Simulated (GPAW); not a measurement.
Crystal: As2S.

```
CELL_PARAMETERS angstrom
-3.50648 3.50648 2.48592
3.50648 -3.50648 2.48592
3.50648 3.50648 -2.48592
ATOMIC_POSITIONS crystal
As 0.87500 0.12500 0.25000
As 0.87500 0.62500 0.75000
As 0.37500 0.12500 0.25000
As 0.87500 0.12500 0.75000
S 0.25000 0.75000 0.50000
S 0.50000 0.50000 0.00000
```

The cell comes from a database or a generator and needn't be the stable form of this composition.

Base run:

* Program: GPAW 26.7.0
* Functional: PBE
* Potentials or basis: GPAW PAW data sets (gpaw-data 1.2.1)
* Cutoff: 600 eV
* Basis: pw
* k mesh: 5 × 5 × 5
* Occupations: fermi-dirac, width 0.05 eV
* Spin: no spin polarisation

Its results: pressure 0.4 GPa.

Q: After a change of settings the same cell gave: pressure -4.6 GPa. Which change was it?
A. functional from PBE to r2SCAN
B. functional from PBE to LDA; potentials or basis from GPAW PAW data sets (gpaw-data 1.2.1) to the program's PAW data sets (release 1.2.1) made for this functional
C. functional from PBE to PBEsol; potentials or basis from GPAW PAW data sets (gpaw-data 1.2.1) to PAW data sets generated in the run's folder for this functional

A: B.

Not every run made on this cell is shown here.
